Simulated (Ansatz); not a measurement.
# Molecular dynamics of AlZn₂SbH₁₂O₁₂

Input:

```yaml
crystal:
  lattice:
    - [5.509542, 0.0, 0.0]
    - [-2.754771, 4.771404, 0.0]
    - [0.0, 0.0, 10.000319]
  atoms:
    - { symbol: Al, position: [-0.05725657, 0.00852547, -0.01349564] }
    - { symbol: Zn, position: [0.63926665, 0.36097919, 1.00251599] }
    - { symbol: Zn, position: [0.40506468, 0.70564419, -0.01622996] }
    - { symbol: Sb, position: [0.03794276, -0.0165285, 0.50912234] }
    - { symbol: H, position: [0.55234883, 0.5983926, 0.53290375] }
    - { symbol: H, position: [0.55432087, 0.27269464, 0.47717798] }
    - { symbol: H, position: [0.22969377, 0.37483663, 0.67569599] }
    - { symbol: H, position: [0.7247689, 0.61544984, 0.37374879] }
    - { symbol: H, position: [0.16249106, 0.63229599, 0.49382706] }
    - { symbol: H, position: [0.99414172, 0.37505148, 0.38058763] }
    - { symbol: H, position: [0.60839943, 0.68078129, 0.74702985] }
    - { symbol: H, position: [0.0817779, 0.32779483, 0.14961125] }
    - { symbol: H, position: [-0.08674932, 0.27418024, 0.8000337] }
    - { symbol: H, position: [0.87876738, 0.74193774, 0.19862001] }
    - { symbol: H, position: [0.29041441, 0.96653733, 0.8195098] }
    - { symbol: H, position: [0.57241314, 0.02282373, 0.21135813] }
    - { symbol: O, position: [0.66162756, 0.71434519, 0.84879639] }
    - { symbol: O, position: [0.19738341, 0.31312528, 0.07598759] }
    - { symbol: O, position: [-0.08742495, 0.29681554, 0.89633018] }
    - { symbol: O, position: [0.85798512, 0.69109595, 0.09665119] }
    - { symbol: O, position: [0.26101764, 0.96306711, 0.91679019] }
    - { symbol: O, position: [0.6277305, 0.04690568, 0.10518055] }
    - { symbol: O, position: [0.70003187, 0.65261208, 0.61092948] }
    - { symbol: O, position: [0.40357629, 0.28767695, 0.44074493] }
    - { symbol: O, position: [0.05991805, 0.19992757, 0.68095406] }
    - { symbol: O, position: [0.92270357, 0.71010369, 0.36189173] }
    - { symbol: O, position: [0.22130458, 0.76618225, 0.5620887] }
    - { symbol: O, position: [0.82833022, 0.20468346, 0.42184563] }
basis:
  ecutwfc: 420.0
kpoints:
  mp_grid: { grid: [2, 2, 1] }
hamiltonian:
  xc: pbesol
scf:
  occupations: { method: fermi_dirac, width: 0.05 }
  lower_state_search: "off"
md:
  timestep: 0.5
  n_steps: 190
  ensemble: nvt_langevin
  temperature: 1950.0
  initial_velocities: maxwell_boltzmann
  seed: 816411
  friction: 0.005
```

Launched with:

```bash
$ ansatz run input.yaml --threads 1 --pin off --max-ram 3072MiB --backend cpu --events-out ev --progress --plain --runs-dir out
```

It goes on from the last frame of an earlier run, with new velocities.

Output, in part (step lines):

```
md step     0: t =     0.00 fs  T =  1880.4 K  F+E_penalty+E_count = -20413.62723910 eV  E_kin = 6.805539 eV  (11 SCF iters)
md step     1: t =     0.50 fs  T =  1876.9 K  F+E_penalty+E_count = -20413.50621686 eV  E_kin = 6.792988 eV  (10 SCF iters)
md step     2: t =     1.00 fs  T =  1789.5 K  F+E_penalty+E_count = -20413.31006884 eV  E_kin = 6.476726 eV  (10 SCF iters)
md step     3: t =     1.50 fs  T =  1744.9 K  F+E_penalty+E_count = -20413.18894983 eV  E_kin = 6.315330 eV  (10 SCF iters)
md step     4: t =     2.00 fs  T =  1743.9 K  F+E_penalty+E_count = -20413.21594579 eV  E_kin = 6.311666 eV  (10 SCF iters)
md step     5: t =     2.50 fs  T =  1783.3 K  F+E_penalty+E_count = -20413.28021852 eV  E_kin = 6.454141 eV  (7 SCF iters)
md step     6: t =     3.00 fs  T =  1770.5 K  F+E_penalty+E_count = -20413.26758362 eV  E_kin = 6.408042 eV  (7 SCF iters)
md step     7: t =     3.50 fs  T =  1720.6 K  F+E_penalty+E_count = -20413.18302245 eV  E_kin = 6.227322 eV  (7 SCF iters)
[... lines left out ...]
md step   190: t =    95.00 fs  T =  1627.9 K  F+E_penalty+E_count = -20411.71673436 eV  E_kin = 5.891988 eV  (10 SCF iters)
```

The steps, from the saved trajectory:

| time (fs) | T (K) | potential energy less start (eV) |
| --- | --- | --- |
| 0.0 | 1880 | 0.000 |
| 3.0 | 1771 | 0.360 |
| 6.0 | 1572 | 0.726 |
| 9.0 | 1349 | 1.320 |
| 12.0 | 1361 | 0.790 |
| 15.0 | 1610 | 0.391 |
| 18.0 | 1537 | 0.517 |
| 21.0 | 1567 | 0.388 |
| 24.0 | 1527 | 0.354 |
| 27.0 | 1649 | 0.315 |
| 30.0 | 1786 | -0.024 |
| 33.0 | 1754 | 0.357 |
| 36.0 | 1820 | -0.119 |
| 39.0 | 1839 | 0.189 |
| 42.0 | 1241 | 1.972 |
| 45.0 | 1320 | 1.867 |
| 48.0 | 1316 | 2.048 |
| 51.0 | 1754 | 0.835 |
| 54.0 | 1910 | 0.454 |
| 57.0 | 1903 | 0.649 |
| 60.0 | 1594 | 1.794 |
| 63.0 | 1735 | 1.321 |
| 66.0 | 1441 | 2.609 |
| 69.0 | 1557 | 2.537 |
| 72.0 | 1453 | 2.712 |
| 75.0 | 1357 | 2.953 |
| 78.0 | 1457 | 2.625 |
| 81.0 | 1412 | 3.089 |
| 84.0 | 1445 | 2.966 |
| 87.0 | 1659 | 2.325 |
| 90.0 | 1657 | 2.116 |
| 93.0 | 1713 | 2.073 |

The run went to its last step. The mean temperature of the second half is 18 % below the set value. A run of 0.095 ps of so small a system gives no equilibrium averages. Limits of this set-up: coarse k mesh.

Mean squared displacements from the first frame to the last, about the centre of mass: Al 0.16 Å², Zn 0.65 Å², Sb 0.15 Å², H 1.38 Å², O 0.41 Å².

Last frame:

```xyz
28
Lattice="5.5095 0.0000 0.0000 -2.7548 4.7714 0.0000 0.0000 0.0000 10.0003" Properties=species:S:1:pos:R:3
Al -0.343 -0.037 -0.469
Zn 2.476 1.910 10.282
Zn -0.964 3.433 -0.024
Sb 0.386 -0.317 5.077
H 1.684 2.139 5.038
H 2.515 0.526 4.045
H -0.070 2.100 5.783
H 4.150 4.573 2.854
H -0.077 4.068 5.644
H 4.122 1.438 3.996
H 1.632 2.946 8.079
H 0.366 1.059 1.704
H -1.097 2.036 8.133
H 2.789 3.927 2.234
H -1.023 4.782 7.834
H 3.343 0.549 2.137
O 1.362 3.439 8.915
O -0.249 1.355 0.906
O -1.437 1.517 8.830
O 2.982 3.756 0.967
O -1.573 4.918 8.710
O 2.376 0.424 1.612
O 2.032 3.058 5.538
O 1.650 0.970 4.221
O 0.133 1.395 6.375
O 3.572 3.793 3.221
O -0.836 4.012 6.257
O 4.157 0.483 4.343
```

The run took 15 min on 1 thread of Arm Neoverse V1, with other jobs on the host, peak memory 0.6 GiB.
